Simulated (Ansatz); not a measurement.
Runs of Ansatz 0.2.0 on Ta12HCN. The cell holds a slab with vacuum, 15 atoms: a = 5.720 Å, b = 5.720 Å, c = 24.886 Å, α = 90.00°, β = 90.00°, γ = 109.47°. 

```csv
level,cutoff (eV),gap on the mesh (eV),largest force (eV/Å),work function (eV)
BLYP,420,none,0.79,1.24
PBEsol,420,none,0.79,(b)
revPBE,420,none,0.78,1.46
r2SCAN,500,none,(a),(c)
LDA,420,none,1.43,1.74
```

Alike in all rows: task projected density of states; potentials or basis Ansatz PAW; no spin polarisation; cell HCN (donor) over a top site of the (1 1 0) slab of Ta, cut from the database cell, not relaxed; k mesh 5 × 5 × 1; smearing fermi-dirac 0.05 eV.

Question: Estimate the missing entries.

Answer: (a) 1.23; (b) 1.59; (c) 1.44.

Caveats: the PAW data sets come from PBE, with cores solved anew for the run's functional, which leaves a small shift of forces and pressure; the density of states is complete only up to the lowest level of the last band computed; the potentials were made for another functional, which shifts forces and pressure (some runs).

A k mesh can miss the band edges, and the runs leave out spin-orbit coupling on Ta.

A gap of «none» marks a metal or a gap under the smearing width.

Not every run made on this cell is shown here.
